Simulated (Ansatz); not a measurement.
# Y3F (P6/mmm) in Ansatz: notebook

The runs below take Y3F through band structure, with BLYP, r2SCAN.

Everything below comes from runs of Ansatz 0.2.0. Logs are shortened: lines on timing, memory, paths and dates and some standing lists are left out, and cuts for length are marked.

## Step 1: Starting point

It takes space group P6/mmm (No. 191, hexagonal). Conventional cell: a = 6.267 Å, b = 6.267 Å, c = 3.362 Å, α = 90.00°, β = 90.00°, γ = 120.00°. Y (site symmetry mmm) is surrounded by 6 Y at 3.13 to 3.36 Å and 2 F at 3.13 Å. F (site symmetry 6/mmm) has 6 Y at 3.13 Å and 2 F at 3.36 Å as nearest neighbours.

The cell was built by a generator and needn't be a form met in nature.

## Step 2: Band structure, BLYP

input.yaml

```yaml
crystal:
  lattice:
    - [6.26665, 0.0, 0.0]
    - [-3.13333, 5.42708, 0.0]
    - [0.0, 0.0, 3.36199]
  atoms:
    - { symbol: "Y", position: [0.5, 0.0, 0.0] }
    - { symbol: "Y", position: [0.0, 0.5, 0.0] }
    - { symbol: "Y", position: [0.5, 0.5, 0.0] }
    - { symbol: F, position: [0.0, 0.0, 0.0] }
hamiltonian:
  xc: blyp
  pseudopotentials: { kind: paw }
kpoints:
  mp_grid: { grid: [4, 4, 6] }
  band_path:
    path:
      - [[0.0, 0.0, 0.0], [0.5, 0.0, 0.0], [0.3333333333, 0.3333333333, 0.0], [0.0, 0.0, 0.0], [0.0, 0.0, 0.5], [0.5, 0.0, 0.5], [0.3333333333, 0.3333333333, 0.5], [0.0, 0.0, 0.5]]
      - [[0.5, 0.0, 0.5], [0.5, 0.0, 0.0]]
      - [[0.3333333333, 0.3333333333, 0.0], [0.3333333333, 0.3333333333, 0.5]]
    npoints: 14
scf:
  occupations: { method: fermi_dirac, width: 0.05 }
  n_extra_bands: 10
output:
  forces: true
  stress: true
  eigenvalues: true
  fatbands: true
```

Potentials or basis: Ansatz PAW.

Started as:

```bash
$ ansatz run input.yaml --threads 2 --pin off --max-ram 5632MiB --backend cpu --events-out ev --progress --plain --runs-dir out
```

What it wrote:

```text
Warning: RAYON_NUM_THREADS=2 ignored (pool sized by the plan → 2); use --threads N
scf.n_extra_bands = 10 over 20 filled bands (N_el = 40.0): the run solves 30 bands
Engine: ansatz 0.2.0, aarch64-unknown-linux-gnu
Pseudopotentials: kind: paw
Pseudopotential: Y, paw, valence charge 11, recommended cutoff 420 eV (normal), Y.paw.azcp
Pseudopotential: F, paw, valence charge 7, recommended cutoff 420 eV (normal), F.paw.azcp
Functional definition: BLYP
  parameter beta = 0.0042
  parameter a = 0.04918
  parameter b = 0.132
  parameter c = 0.2533
  parameter d = 0.349
  exchange = b88_x(beta = beta)
  correlation = lyp_c(a = a, b = b, c = c, d = d)
Crystal: 4 atoms, lattice volume = 114.340 Å³
Basis set: ecut = 420 eV, 2243 PW (Γ), exchange–correlation on 90×90×48 points (8 copies of the dense FFT grid, shifted against one another)
Bands: 30, of which v1, the nominal top of the filled ones, is band 20 counted from 1 (19 counted from 0)
Symmetry: 24 space group operations
Space group: P6/mmm (ITA 191), of the structure as read, at distance tolerance 4.9e-5 Å
k-points: 16 of 96
Non-local potential: Y, projectors of the file, l = 0: 3, l = 1: 2, l = 2: 2, l = 3: 1
Non-local potential: F, projectors of the file, l = 0: 2, l = 1: 2, l = 2: 1
PAW form: soft (Blöchl's): semilocal exchange-correlation on the pseudo side does not see the compensation charge
PAW frozen core: Y, regenerated for the run's functional, and the local potential with it (the file was generated under x = pbe(κ = 0.804, μ = 0.2195149727645171), c = pbe(β = 0.06672455060314922))
PAW frozen core: F, regenerated for the run's functional, and the local potential with it (the file was generated under x = pbe(κ = 0.804, μ = 0.2195149727645171), c = pbe(β = 0.06672455060314922))
PAW one-centre angular grid: Y, 590 points (default); XC on 64 Gauss nodes
PAW one-centre angular grid: F, 110 points (default); XC on 64 Gauss nodes
Initial density: superposition of atomic densities (neutral atoms: chi_scale 0, normalization atom), corrected by the library's trained network
Initial wavefunctions: pseudopotential atomic-orbital guess
Functional: x = b88, c = lyp
SCF iter   1: F=—  HF=-12563.440129 eV  |F-HF|=—  |Δ(HF+E_count)|=         —  Δρ=3.62e-1  dr2=1.74e2  ethr=1.77e-3  ⟨swp⟩=14.2  Hψ=4958  notcnv=0  defer=17
preconditioner: auto → Kerker (q_TF=auto, 2.290 Å⁻¹)  [metal: Δε(μ)=0.038 eV  Ē_g=10.094 eV  σ=0.050 eV  W_gap=0.19  n_scr=26 (ndim 8)  ℏωp=13.0 eV  f_vac=0.000  D(μ)=7.19/eV (n_scr^D=68)]
SCF iter   2: F=—  HF=-12398.130163 eV  |F-HF|=—  |Δ(HF+E_count)|=    1.65e2  Δρ=1.58e-1  dr2=2.08e1  ethr=1.77e-3  ⟨swp⟩=13.9  Hψ=3134  notcnv=0  defer=49
SCF iter   3: F=—  HF=-12395.639486 eV  |F-HF|=—  |Δ(HF+E_count)|=    2.49e0  Δρ=1.07e-1  dr2=1.12e1  ethr=1.77e-3  ⟨swp⟩=7.2  Hψ=1443  notcnv=0  defer=39
SCF iter   4: F=—  HF=-12393.575870 eV  |F-HF|=—  |Δ(HF+E_count)|=    2.06e0  Δρ=5.23e-2  dr2=3.57e0  ethr=1.77e-3  ⟨swp⟩=6.9  Hψ=1373  notcnv=0  defer=35
SCF iter   5: F=—  HF=-12393.253406 eV  |F-HF|=—  |Δ(HF+E_count)|=   3.22e-1  Δρ=4.33e-2  dr2=2.49e0  ethr=1.77e-3  ⟨swp⟩=4.0  Hψ=795  notcnv=0  defer=27
SCF iter   6: F=—  HF=-12393.091223 eV  |F-HF|=—  |Δ(HF+E_count)|=   1.62e-1  Δρ=3.79e-2  dr2=1.92e0  ethr=1.77e-3  ⟨swp⟩=4.0  Hψ=677  notcnv=0  defer=25
SCF iter   7: F=—  HF=-12392.838662 eV  |F-HF|=—  |Δ(HF+E_count)|=   2.53e-1  Δρ=2.76e-2  dr2=1.01e0  ethr=1.77e-3  ⟨swp⟩=3.4  Hψ=773  notcnv=0  defer=25
SCF iter   8: F=—  HF=-12392.758607 eV  |F-HF|=—  |Δ(HF+E_count)|=   8.01e-2  Δρ=2.30e-2  dr2=7.07e-1  ethr=1.77e-3  ⟨swp⟩=2.2  Hψ=545  notcnv=0  defer=24
SCF iter   9: F=—  HF=-12392.648225 eV  |F-HF|=—  |Δ(HF+E_count)|=   1.10e-1  Δρ=1.47e-2  dr2=2.82e-1  ethr=1.77e-3  ⟨swp⟩=2.8  Hψ=674  notcnv=0  defer=24
SCF iter  10: F=—  HF=-12392.582724 eV  |F-HF|=—  |Δ(HF+E_count)|=   6.55e-2  Δρ=5.70e-3  dr2=2.92e-2  ethr=7.04e-4  ⟨swp⟩=6.0  Hψ=1050  notcnv=0  defer=27
SCF iter  11: F=—  HF=-12392.579867 eV  |F-HF|=—  |Δ(HF+E_count)|=   2.86e-3  Δρ=1.41e-3  dr2=3.08e-3  ethr=7.29e-5  ⟨swp⟩=5.6  Hψ=1227  notcnv=0  defer=28
SCF iter  12: F=—  HF=-12392.579443 eV  |F-HF|=—  |Δ(HF+E_count)|=   4.25e-4  Δρ=3.36e-4  dr2=7.63e-5  ethr=7.70e-6  ⟨swp⟩=2.9  Hψ=806  notcnv=0  defer=26
SCF iter  13: F=—  HF=-12392.579496 eV  |F-HF|=—  |Δ(HF+E_count)|=   5.33e-5  Δρ=1.70e-4  dr2=4.27e-5  ethr=1.91e-7  ⟨swp⟩=5.6  Hψ=1084  notcnv=0  defer=26
SCF iter  14: F=—  HF=-12392.579489 eV  |F-HF|=—  |Δ(HF+E_count)|=   6.49e-6  Δρ=3.14e-5  dr2=1.84e-6  ethr=1.07e-7  ⟨swp⟩=2.9  Hψ=719  notcnv=0  defer=26
SCF iter  15: F=-12392.579490 eV  HF=-12392.579490 eV  |F-HF|=5.27e-8  |Δ(HF+E_count)|=   4.54e-7  Δρ=7.60e-6  dr2=9.19e-8  ethr=2.50e-10  ⟨swp⟩=18.2  Hψ=4366  notcnv=0
SCF 1 converged in 15 iterations: F = -12392.579490 eV  dr2 = 9.19e-8
NSCF: frozen V_eff on 129 k-points
SCF converged after 15 iterations
Free energy (F): -12392.579490 eV
Harris-Foulkes:  -12392.579490 eV  (|F-HF|=5.27e-8)
Internal energy: -12392.525225 eV  (E = F + TS)
E sigma→0 (E₀):  -12392.552357 eV
Entropy (-TS):   -0.054265 eV (-13.566 meV/atom)
Fermi energy:    8.617329 eV
--- Per-component energies (eV) ---
  E_band       = -406.842489
  E_kinetic    = 1124.305252
  E_local      = -2593.165876  (includes V_loc(G=0)·N_el)
  E_nonlocal   = 228.067038
  E_hartree    = 874.642492
  E_xc         = -591.517881
  E_vxc        = -687.643516  (∫ρ·V_xc dr)
  E_paw        = -8725.559381  (= ΣΔE_a)
  E_vpaw       = -227.693765  (= ΣTr[D̂ρ^β])
  E_aug_tail   = 0.002025  (compensation charges beyond the density's cutoff)
  E_ewald      = -2709.534510
  E_core_change = 0.235617  (= ΣΔE_core)
  E_smearing   = -0.054265  (= −TS)
  E_closure    = -0.000000  (closes the sum)
  Σ components = -12392.579490   (vs F -12392.579490, Δ=0.00e0)
--- Forces (eV/Å), atoms counted from 1 ---
  atom   1  Y      0.00000000     0.00000000     0.00000000
  atom   2  Y     -0.00000000     0.00000000     0.00000000
  atom   3  Y      0.00000000     0.00000000     0.00000000
  atom   4  F     -0.00000000    -0.00000000     0.00000000
  max |Σ_I F_I| component: 2.10e-30 eV/Å
--- Stress (GPa, compression-positive) ---
        1.381593       0.000000       0.000000
        0.000000       1.381593       0.000000
        0.000000       0.000000       1.046354
  P = ⅓ Tr σ = 1.2698 GPa (12.698 kbar)
--- Band table (eV; the first three rows and the last of 16) ---
  k-point 0: bands = ["-34.4610", "-34.3033", "-34.3033", "-15.1044", "-14.7899", "-14.7899", "-14.1850", "-14.1308", "-13.9861", "-13.9861", "-13.9631", "-13.8546", "-13.8546", "3.9865", "3.9865", "4.7058", "5.0161", "7.4036", "7.5544", "7.5544", "8.5958", "8.8446", "8.8446", "10.2807", "10.3371", "11.4466", "11.4466", "12.0508", "12.0508", "12.4005"]
  k-point 1: bands = ["-34.4491", "-34.2921", "-34.2921", "-15.0840", "-14.7733", "-14.7733", "-14.2745", "-14.1737", "-14.1143", "-14.1143", "-13.9512", "-13.8441", "-13.8441", "4.0236", "4.0236", "4.7407", "5.2807", "7.7156", "7.8603", "7.8603", "8.3579", "8.8715", "9.5202", "9.5202", "9.8168", "9.8168", "12.3146", "12.4839", "12.4839", "12.8570"]
  k-point 2: bands = ["-34.4250", "-34.2697", "-34.2697", "-15.0428", "-14.7398", "-14.7398", "-14.5503", "-14.3621", "-14.3621", "-14.1511", "-13.9275", "-13.8231", "-13.8231", "4.1044", "4.1044", "4.4502", "6.2205", "6.9942", "8.3172", "8.3172", "8.4710", "8.4710", "8.4902", "9.3905", "11.5924", "11.5924", "11.9067", "12.6153", "12.6153", "12.6626"]
  k-point 15: bands = ["-34.3621", "-34.3106", "-34.2586", "-14.7353", "-14.7032", "-14.6170", "-14.5501", "-14.4825", "-14.4293", "-14.4105", "-14.1700", "-13.9107", "-13.8481", "3.9412", "4.0216", "4.2468", "7.1791", "7.9142", "8.1326", "8.3850", "8.8517", "9.0096", "9.8843", "10.2129", "10.2470", "10.6758", "11.3512", "11.3798", "12.3245", "12.7630"]
```

Run time: 12 s. Hardware: 2 threads of Arm Neoverse V1, shared host; peak memory 0.46 GiB.

What came out:

- Free energy: -12392.5795 eV
- Pressure: 1.3 GPa
- Band gap on the k mesh: none (metal or under the smearing width)

Stress tensor (GPa, compression positive):
```
1.38 0.00 0.00
0.00 1.38 0.00
0.00 0.00 1.05
```

Levels at the corners of the path, in eV from the Fermi level:
```
point  band 16  band 17  band 18  band 19  band 20  band 21  band 22  band 23  band 24  band 25
    Γ    -3.91    -3.60    -1.21    -1.06    -1.06    -0.02     0.23     0.23     1.66     1.72
    M    -3.61    -2.66    -1.80    -0.41    -0.33     0.21     0.67     0.94     1.11     1.61
    K    -3.61    -2.14    -2.14    -0.59     0.15     0.16     0.16     1.31     1.31     1.31
    Γ    -3.91    -3.60    -1.21    -1.06    -1.06    -0.02     0.23     0.23     1.66     1.72
    A    -4.31    -2.11    -1.89    -0.64    -0.64    -0.09    -0.09     0.64     0.64     2.90
    L    -4.37    -1.47    -0.70    -0.61    -0.26     0.24     0.97     1.10     1.43     1.93
    H    -4.38    -1.06    -1.06    -0.30     0.29     0.29     0.74     0.74     0.78     2.20
    A    -4.31    -2.11    -1.89    -0.64    -0.64    -0.09    -0.09     0.64     0.64     2.90
    L    -4.37    -1.47    -0.70    -0.61    -0.26     0.24     0.97     1.10     1.43     1.93
    M    -3.61    -2.66    -1.80    -0.41    -0.33     0.21     0.67     0.94     1.11     1.61
    K    -3.61    -2.14    -2.14    -0.59     0.15     0.16     0.16     1.31     1.31     1.31
    H    -4.38    -1.06    -1.06    -0.30     0.29     0.29     0.74     0.74     0.78     2.20
```

Caveat: the PAW data sets come from PBE, with cores solved anew for the run's functional, which leaves a small shift of forces and pressure.

## Step 3: Band structure, r2SCAN

Changes to input.yaml since step 2:

```diff
@@ -11,3 +11,3 @@
 hamiltonian:
-  xc: blyp
+  xc: r2scan
   pseudopotentials: { kind: paw }
@@ -28,2 +28,6 @@
   eigenvalues: true
-  fatbands: true
+  fatbands: false
+  write_density: true
+  write_potential: true
+  elf: true
+  volumetric_format: npy
```

Potentials or basis: Ansatz PAW.

Started as:

```bash
$ ansatz run input.yaml --threads 2 --pin off --max-ram 5632MiB --backend cpu --events-out ev --progress --plain --runs-dir out
```

Wall time 14 s (2 threads of Arm Neoverse V1, shared host); peak memory 0.68 GiB.

It converged, with:

* Free energy: -12386.3882 eV
* Pressure: -0.5 GPa
* Band gap on the k mesh: none (metal or under the smearing width)

Stress tensor (GPa, compression positive):
```
-0.92  0.00  0.00
 0.00 -0.92  0.00
 0.00  0.00  0.19
```

Levels at the corners of the path, in eV from the Fermi level:
```tsv
point	band 17	band 18	band 19	band 20	band 21	band 22	band 23	band 24
Γ	-3.82	-1.32	-1.02	-1.02	0.18	0.43	0.43	1.41
M	-2.93	-1.98	-0.37	-0.25	0.24	0.57	1.11	1.20
K	-2.37	-2.37	-0.60	0.18	0.18	0.24	1.40	1.40
Γ	-3.82	-1.32	-1.02	-1.02	0.18	0.43	0.43	1.41
A	-2.33	-2.04	-0.72	-0.72	0.08	0.08	0.31	0.90
L	-1.67	-0.84	-0.75	-0.37	0.18	1.08	1.16	1.45
H	-1.27	-1.27	-0.41	0.26	0.26	0.71	0.71	0.95
A	-2.33	-2.04	-0.72	-0.72	0.08	0.08	0.31	0.90
L	-1.67	-0.84	-0.75	-0.37	0.18	1.08	1.16	1.45
M	-2.93	-1.98	-0.37	-0.25	0.24	0.57	1.11	1.20
K	-2.37	-2.37	-0.60	0.18	0.18	0.24	1.40	1.40
H	-1.27	-1.27	-0.41	0.26	0.26	0.71	0.71	0.95
```

Caveat: the PAW data sets come from PBE, with cores solved anew for the run's functional, which leaves a small shift of forces and pressure.
